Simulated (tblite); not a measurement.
# C6H5NOSi: the cost of one run

Programs: tblite 0.8.0 and PySCF 2.14.0, with routines of our own; each step states its level. All values are computed. Atoms count from 0.

## Step 1: The starting structure

14 atoms, charge 0, multiplicity 1; geometry from: force field or distance geometry start.

## Step 2: Optimising the geometry with GFN2-xTB, one coordinate held

Job settings and geometry (Å):

```
{"job": {"kind": "relax", "xc": "GFN2-xTB", "basis": "xTB"}, "charge": 0, "multiplicity": 1}
C      3.468300     0.686400     0.190400
C      2.506700     0.088300    -0.240600
C      1.387900    -0.639900    -0.748200
O      1.348800    -1.037300    -1.912600
Si    -0.077900    -0.942300     0.384900
C     -1.486400     0.213500     0.065600
C     -2.766400    -0.131700    -0.104500
C     -1.055400     1.576000     0.032700
N     -0.701200     2.671400     0.006500
H      4.298700     1.230900     0.556800
H     -0.593100    -2.338200     0.252000
H      0.305100    -0.819400     1.814100
H     -3.102100    -1.169100    -0.057300
H     -3.533600     0.610700    -0.286900
```

On the command line:

```sh
$ OMP_NUM_THREADS=1 python excited_run.py task.json out
```

One launch serves the whole session: the jobs run in the order shown.

Q: Estimate the wall time and peak memory of this first job on 1 thread of Arm Neoverse V1, shared host.

About 3 s, with a peak of 0.18 GiB.
